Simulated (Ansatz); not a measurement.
# AlBrH3NO: the cost of one run

Program: Ansatz 0.2.0. Level of theory: RKS BLYP/def2-SVP. These are calculated values, not measurements.

**1. The system as given**

Bond lengths: Al1–Br2 2.813 Å, Al1–N3 1.746 Å, Al1–O5 1.632 Å, N3–H6 1.006 Å, O5–H7 0.950 Å. Angles: Br2–Al1–N3 82.7°, Br2–Al1–O5 118.7°, N3–Al1–O5 158.6°, Al1–N3–H6 136.8°, Al1–O5–H7 175.7°.

Structure file:

```xyz
7

Al    0.1182    0.4426   -0.0589
Br    1.3209   -1.9815    0.7101
N    -1.3513   -0.4337    0.2896
H    -0.6043   -1.5272    0.4390
O     1.0763    1.6880   -0.5014
H    -2.2487   -0.5644   -0.1462
H     1.6890    2.3761   -0.7323
```

**2. Pulling towards end A**

Springs on the bonds that form and break draw the guess towards this end; the thresholds are loose.

Contents of input.yaml:

```yaml
crystal:
  periodic: [false, false, false]
  atoms:
    - { symbol: Al, position_ang: [0.1182, 0.4426, -0.0589] }
    - { symbol: Br, position_ang: [1.3209, -1.9815, 0.7101] }
    - { symbol: "N", position_ang: [-1.3513, -0.4337, 0.2896] }
    - { symbol: H, position_ang: [-0.6043, -1.5272, 0.439] }
    - { symbol: O, position_ang: [1.0763, 1.688, -0.5014] }
    - { symbol: H, position_ang: [-2.2487, -0.5644, -0.1462] }
    - { symbol: H, position_ang: [1.689, 2.3761, -0.7323] }
basis:
  gaussian: { orbitals: def2-SVP }
hamiltonian:
  xc: blyp
relax:
  f_tol: 0.15
  max_steps: 25
  restrain:
    - { distance: [3, 1], at: 2.81, k: 30.0 }
    - { distance: [0, 1], at: 2.41, k: 30.0 }
    - { distance: [3, 2], at: 1.02, k: 30.0 }
```

Command:

```console
ansatz run input.yaml --threads 2 --pin off --max-ram 3072MiB --backend cpu --events-out ev --progress --plain --runs-dir out
```

What time and memory should one allow on 2 threads of Intel Xeon Platinum 8259CL at 2.50GHz (Skylake/Cascade Lake), shared host?

About 18 s, with a peak of 0.17 GiB.
